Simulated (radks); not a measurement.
**Cl⁻ held by a Watson sphere**

One table from this session's results is given with a row withheld; the runs are named, their logs left out.

The numbers are computed with radks (a radial shooting solver on a logarithmic mesh, Libxc functionals) version 1 (non-relativistic Kohn-Sham, LB94 model potential, spin-polarised, spherical densities, point nucleus), except any that are marked as measured or tabulated.

**What is computed**

```
element       : chlorine (Z = 17)
charge        : -1
electrons     : 18
configuration : [Ar]
```

The outer shells:

Cl⁻
```
[Ne] core
3s [↑↓]
3p [↑↓][↑↓][↑↓]
```

LB94 adds a gradient term to the LDA potential that gives it a −1/r tail. It is a model potential with no energy functional, so Etot and Exc are not given.

Set-up of the first run:

Settings of this run:

```text
Z 17
configuration [Ar]
relativity non-relativistic
functional lda,pw
model_potential LB94
spin polarised
nucleus point
watson charge 1 radius 2.28 bohr
response adiabatic LDA kernel
```

Among the steps run: R = 2.28 bohr; R = 2.62 bohr; R = 2.86 bohr; R = 3.04 bohr; R = 3.27 bohr; R = 3.43 bohr; R = 4.01 bohr; R = 4.23 bohr; R = 4.37 bohr.

One of the session's tables, all rows but one given; the rest of the session is left out.

| R (bohr) | highest level (eV) | its <r> (bohr) | sum of <r²> (bohr²) | α (bohr³) |
| --- | --- | --- | --- | --- |
| 2.28 | -13.388 | 1.900 | 33.59 | 18.71 |
| 2.62 | -12.727 | 1.930 | 34.62 | 20.69 |
| 2.86 | -12.274 | 1.947 | 35.22 | 22.07 |
| 3.04 | ? | ? | ? | ? |
| 3.27 | -11.549 | 1.970 | 36.04 | 24.30 |
| 3.43 | -11.285 | 1.976 | 36.29 | 25.10 |
| 4.01 | -10.424 | 1.994 | 37.00 | 27.64 |
| 4.23 | -10.135 | 1.998 | 37.19 | 28.44 |
| 4.37 | -9.961 | 2.001 | 37.29 | 28.90 |

Q: Estimate the row for R (bohr) = 3.04 from the others.

Worked estimate for «highest level (eV)». A straight line through the neighbours (2.86, -12.274) and (3.27, -11.549) gives -12.274 + (-11.549 + 12.274) × (3.04 − 2.86) / (3.27 − 2.86) = -11.956; a parabola fitted to 4 rows on both sides gives -11.948.

**Answer.** highest level (eV): -11.947; its <r> (bohr): 1.958; sum of <r²> (bohr²): 35.61; α (bohr³): 23.07. In «highest level (eV)» the line misses by -0.009 and the parabola by -0.001.

What this shows: From R = 2.28 to 4.37 bohr the top level moves from -13.388 to -9.961 eV and its mean radius from 1.90 to 2.00 bohr. A wider sphere makes a shallower well, so the ion swells. Response by self-consistent Sternheimer equations with the Hartree and adiabatic LDA kernel.
